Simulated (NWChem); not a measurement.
**One shape, several levels: MoO3F− (SMILES [O]=[Mo-](=[O])(=[O])[F])**

Aim: a comparison of 4 runs (HF/STO-3G, HF/3-21G, SVWN5/3-21G, B2PLYP/def2-SVP) of MoO3F−. 

The calculation is run with NWChem 7.3.0.

**1. The system as given**

MoO3F−: 5 atoms, total charge -1, spin state singlet. As SMILES, `[O]=[Mo-](=[O])(=[O])[F]`. The shape comes from GFN2-xTB, which is rough for such elements, and wasn't checked as a minimum.

Bond lengths: Mo1–O2 1.661 Å, Mo1–O3 1.662 Å, Mo1–O4 1.661 Å, Mo1–F5 1.869 Å. Angles: O2–Mo1–O3 112.1°, O2–Mo1–O4 112.1°, O2–Mo1–F5 106.8°, O3–Mo1–O4 112.1°, O3–Mo1–F5 106.7°, O4–Mo1–F5 106.6°.

**2. Energy and forces at HF/STO-3G (run 1)**

The input, job.nw:

```
start job
title "FMoO3"
memory total 2200 mb
charge -1

geometry units atomic noautosym nocenter noautoz
   Mo     0.07832915     0.13360364     0.05725870
   O      0.02320584    -0.02845928     3.19195529
   O      3.00279371     0.02184523    -1.08028084
   O     -1.51508792     2.61284872    -1.02523311
   F     -1.58924077    -2.73983832    -1.14368115
end

basis spherical bse
   Mo library STO-3G
   O library STO-3G
   F library STO-3G
end

scf
   thresh 1e-08
   maxiter 80
   print low
end

task scf gradient
```

Launch:

```console
$ nwchem job.nw > job.out
```

Output:

```text
[...]
  functions       =    47
[...]
  wavefunction    = RHF
[...]
         Total SCF energy =  -4255.574091389706
      One-electron energy =  -6921.628838132099
      Two-electron energy =   2160.824690278499
 Nuclear repulsion energy =    505.230056463894
        Time for solution =      6.2s
[...]
                         RHF ENERGY GRADIENTS
    atom               coordinates                        gradient
                 x          y          z           x          y          z
   1 Mo      0.078329   0.133604   0.057259    0.021004   0.036109   0.015727
   2 O       0.023206  -0.028459   3.191955   -0.003269  -0.005604  -0.002619
   3 O       3.002794   0.021845  -1.080281   -0.003178  -0.005687  -0.002476
   4 O      -1.515088   2.612849  -1.025233   -0.003377  -0.005779  -0.002472
   5 F      -1.589241  -2.739838  -1.143681   -0.011179  -0.019038  -0.008160
 Task  times  cpu:        7.6s     wall:        7.6s
 Total times  cpu:        7.6s     wall:        7.6s
```

Run time: 8.4 s. Hardware: 1 thread of Intel Xeon 6975P-C (Granite Rapids), shared host; peak memory 0.097 GiB.

**3. Energy and gradient at HF/3-21G (run 2)**

The input, run.py:

```python
from ase import Atoms
from ase.calculators.nwchem import NWChem

atoms = Atoms(['Mo', 'O', 'O', 'O', 'F'], positions=[
    [0.041450, 0.070700, 0.030300],
    [0.012280, -0.015060, 1.689110],
    [1.589010, 0.011560, -0.571660],
    [-0.801750, 1.382660, -0.542530],
    [-0.840990, -1.449860, -0.605210],
])

calc = NWChem(
    label='sp',
    theory='scf',
    memory='2200 mb',
    basis='3-21G',
    basispar='spherical bse',
    charge=-1,
    scf={'nopen': '0', 'rhf': None, 'thresh': '1e-08', 'maxiter': '80'},
)
atoms.calc = calc

forces = atoms.get_forces()
e = atoms.get_potential_energy()
print(f"E = {e:.6f} eV")
print("forces (eV/A):")
for s, f in zip(atoms.symbols, forces):
    print(f"{s:2s} {f[0]:10.5f} {f[1]:10.5f} {f[2]:10.5f}")
print("dipole (e A):", atoms.get_dipole_moment().round(4))
```

Launch:

```console
$ export ASE_NWCHEM_COMMAND="nwchem PREFIX.nwi > PREFIX.nwo"
$ python run.py
```

Output:

```text
E = -116434.116234 eV
forces (eV/A):
Mo   -1.49258   -2.57933   -1.10084
O     0.04201   -0.01717    4.18036
O     3.91805    0.05188   -1.39385
O    -1.95820    3.43160   -1.32350
F    -0.50928   -0.88703   -0.36217
dipole (e A): [-0.0706 -0.1231 -0.0496]
```

The calculator wrote sp.nwi:

```
title "sp"

permanent_dir sp

scratch_dir sp

start sp

geometry units angstrom nocenter noautosym noautoz
  Mo 4.1450000000000001e-02 7.0699999999999999e-02 3.0300000000000001e-02
  O  1.2279999999999999e-02 -1.5060000000000000e-02 1.6891099999999999e+00
  O  1.5890100000000000e+00 1.1560000000000001e-02 -5.7165999999999995e-01
  O  -8.0174999999999996e-01 1.3826600000000000e+00 -5.4252999999999996e-01
  F  -8.4099000000000002e-01 -1.4498599999999999e+00 -6.0521000000000003e-01
end

charge -1

memory 2200 mb

basis spherical bse noprint
   * library 3-21G
end

scf
  nopen 0
  rhf
  thresh 1e-08
  maxiter 80
end

task scf gradient
```

sp.nwo:

```text
Northwest Computational Chemistry Package (NWChem) 7.3.0
             --------------------------------------------------------

           Job information
           ---------------

    nwchem branch   = 7.3.0
    use scalapack   = T
    input           = sp.nwi
    prefix          = sp.
    data base       = sp/sp.db
    status          = startup
    nproc           =        1

           Memory information
           ------------------

    heap     =     72089594 doubles =      550.0 Mbytes
    stack    =     72089599 doubles =      550.0 Mbytes
    global   =    144179200 doubles =     1100.0 Mbytes (distinct from heap & stack)
    total    =    288358393 doubles =     2200.0 Mbytes
    verify   = yes
    hardfail = no

           Directory information
           ---------------------

  0 permanent = sp
  0 scratch   = sp

                                NWChem Input Module
                                -------------------

                                        sp
                                        --

[... 117 lines left out ...]
 Convergence threshold     :          1.000E-08
[... 14 lines left out ...]
       Final RHF  results
[... 3 lines left out ...]
      One-electron energy =  -6932.759032379523
[... 1 line left out ...]
 Nuclear repulsion energy =    505.230092567820
[... 56 lines left out ...]
                       ROHF Final Molecular Orbital Analysis
[... 226 lines left out ...]
     1   1 0 0     -0.133498      0.000000      1.073950
[... 8 lines of this table left out ...]
     2   0 0 2    -40.809517      0.000000    111.163248

                              NWChem Gradients Module
                              -----------------------

                                        sp

  wavefunction    =   RHF

                         RHF ENERGY GRADIENTS

    atom               coordinates                        gradient
                 x          y          z           x          y          z
   1 Mo      0.078329   0.133604   0.057259    0.029026   0.050160   0.021408
   2 O       0.023206  -0.028459   3.191955   -0.000817   0.000334  -0.081295
   3 O       3.002793   0.021845  -1.080281   -0.076194  -0.001009   0.027106
   4 O      -1.515088   2.612849  -1.025233    0.038081  -0.066734   0.025738
   5 F      -1.589241  -2.739838  -1.143681    0.009904   0.017250   0.007043

                 ----------------------------------------
                 |  Time  |  1-e(secs)   |  2-e(secs)   |
                 ----------------------------------------
                 |  CPU   |       0.00   |       1.42   |
                 ----------------------------------------
                 |  WALL  |       0.00   |       1.42   |
                 ----------------------------------------

 Task  times  cpu:        9.8s     wall:        9.8s
 Total times  cpu:        9.8s     wall:        9.8s
```

Wall time 11 s (1 thread of Intel Xeon 6975P-C (Granite Rapids), shared host); peak memory 0.096 GiB.

**4. Energy and gradient at SVWN5/3-21G (run 3)**

The input, work.nw:

```
start work
memory total 2200 mb
charge -1

geometry units angstrom noautosym nocenter noautoz
  Mo       0.041450       0.070700       0.030300
  O        0.012280      -0.015060       1.689110
  O        1.589010       0.011560      -0.571660
  O       -0.801750       1.382660      -0.542530
  F       -0.840990      -1.449860      -0.605210
end

basis "ao basis" spherical bse
  * library 3-21G
end

dft
  xc slater vwn_5
  grid xfine
  convergence energy 1e-08
  maxiter 100
  mulliken
  noprint "final vectors analysis"
end

task dft gradient
```

Launch:

```console
$ nwchem work.nw > work.out
```

Output:

```text
[...]
          Wavefunction type:  closed shell.
          No. of atoms     :     5
          No. of electrons :    76
[...]
          Charge           :    -1
          Spin multiplicity:     1
[...]
          AO basis - number of functions:    72
[...]
              XC Information
              --------------
                        Slater Exchange Functional  1.000 local
                      VWN V Correlation Functional  1.000 local
[...]
 d= 0,ls=0.0,diis     1  -4275.0462398901 -4.78D+03  1.05D-01  8.84D+00     0.9
[...]
 d= 0,ls=0.0,diis    14  -4276.2812733898 -6.92D-09  4.14D-07  2.56D-09     7.4
         Total DFT energy =    -4276.281273389776
      One electron energy =    -6939.738518097609
           Coulomb energy =     2309.482442427100
    Exchange-Corr. energy =     -151.255290287088
 Nuclear repulsion energy =      505.230092567821
[...]
      Total Density - Mulliken Population Analysis
     ---------------------------------------------
    Atom       Charge   Shell Charges
 -----------   ------   -------------------------------------------------------
    1 Mo  42    41.30   2.00  2.00  6.00  2.00  6.00  2.01  5.96  0.16  0.74  0.08  0.05  9.79  2.71  1.80
    2 O    8     8.46   1.98  0.43  2.09  1.53  2.43
    3 O    8     8.46   1.98  0.43  2.09  1.53  2.43
    4 O    8     8.46   1.98  0.43  2.09  1.53  2.43
    5 F    9     9.32   1.98  0.44  2.48  1.53  2.89
[...]
  wavefunction    = closed shell
                         DFT ENERGY GRADIENTS
    atom               coordinates                        gradient
                 x          y          z           x          y          z
   1 Mo      0.078329   0.133604   0.057259    0.049770   0.086085   0.036244
   2 O       0.023206  -0.028459   3.191955   -0.001593  -0.000330  -0.114746
   3 O       3.002793   0.021845  -1.080281   -0.107853  -0.002184   0.037946
   4 O      -1.515088   2.612849  -1.025233    0.053268  -0.094762   0.036014
   5 F      -1.589241  -2.739838  -1.143681    0.006408   0.011191   0.004543
[...]
```

Run time: 9.9 s. Hardware: 1 thread of Intel Xeon 6975P-C (Granite Rapids), shared host; peak memory 0.12 GiB.

**5. The energy at B2PLYP/def2-SVP (core potential) (run 4)**

The input, nw.nw:

```
start nw
title "FMoO3 energy"
memory total 2200 mb
charge -1

geometry noautosym nocenter noautoz
  Mo     0.041450     0.070700     0.030300
  O      0.012280    -0.015060     1.689110
  O      1.589010     0.011560    -0.571660
  O     -0.801750     1.382660    -0.542530
  F     -0.840990    -1.449860    -0.605210
end

basis spherical bse
  Mo library def2-SVP
  O library def2-SVP
  F library def2-SVP
end

ecp bse
  Mo library def2-SVP
end

dft
  xc hfexch 0.53 becke88 0.47 lyp 0.73 mp2 0.27
  dftmp2 semidirect
  grid xfine
  convergence energy 1e-08
  maxiter 100
  mulliken
  print low
end

mp2
  freeze core 4
end

task dft energy
```

Launch:

```console
$ nwchem nw.nw > nw.out
```

Output:

```text
[...]
 d= 0,ls=0.0,diis     1   -392.4441382408 -6.12D+02  4.25D-02  3.76D+00     2.0
[...]
 d= 0,ls=0.0,diis    11   -392.9140995585 -4.50D-09  3.51D-07  1.07D-09    18.9
         Total DFT energy =     -392.914099558479
      One electron energy =    -1014.182836817425
           Coulomb energy =      445.001277493243
    Exchange-Corr. energy =      -43.591098238930
 Nuclear repulsion energy =      219.858558004633
[...]
      Total Density - Mulliken Population Analysis
     ---------------------------------------------
    Atom       Charge   Shell Charges
 -----------   ------   -------------------------------------------------------
    1 Mo  14    12.78  -0.40  1.65  0.81  0.13  0.03  6.02  0.41  0.18  3.28  0.51  0.16
    2 O    8     8.57   1.99  1.10  0.79  2.79  1.89  0.01
    3 O    8     8.57   1.99  1.10  0.79  2.79  1.89  0.01
    4 O    8     8.57   1.99  1.10  0.79  2.79  1.89  0.01
    5 F    9     9.50   1.99  1.11  0.85  3.34  2.21  0.00
[...]
  Basis functions       =     87
[...]
```

Wall time 21 s (1 thread of Intel Xeon 6975P-C (Granite Rapids), shared host); peak memory 0.29 GiB.

**6. All runs side by side**

| run | level | iteration cap | module | energy (Eh) | largest force (eV/Å) | wall time |
| --- | --- | --- | --- | --- | --- | --- |
| 1 | HF/STO-3G | 80 | scf | -4255.574091 | 2.295 | 8.4 s |
| 2 | HF/3-21G | 80 | scf | -4278.874885 | 4.181 | 11 s |
| 3 | SVWN5/3-21G | 100 | dft | -4276.281273 | 5.901 | 9.9 s |
| 4 | B2PLYP/def2-SVP (core potential) | 100 | dft | -393.322230 | – | 21 s |

**7. What came out**

| quantity | value |
| --- | --- |
| run 4: total energy | -393.32223 Eh |

What this shows: Totals of different functionals can't be ranked against each other. Some runs of one species differ in core potentials or relativity; totals across that change don't compare. In run 1 the basis is minimal, so the values are rough. In runs 1, 2, 3 relativity is left out where basis or elements ask for it. All runs together took 50 s, the longest 21 s.
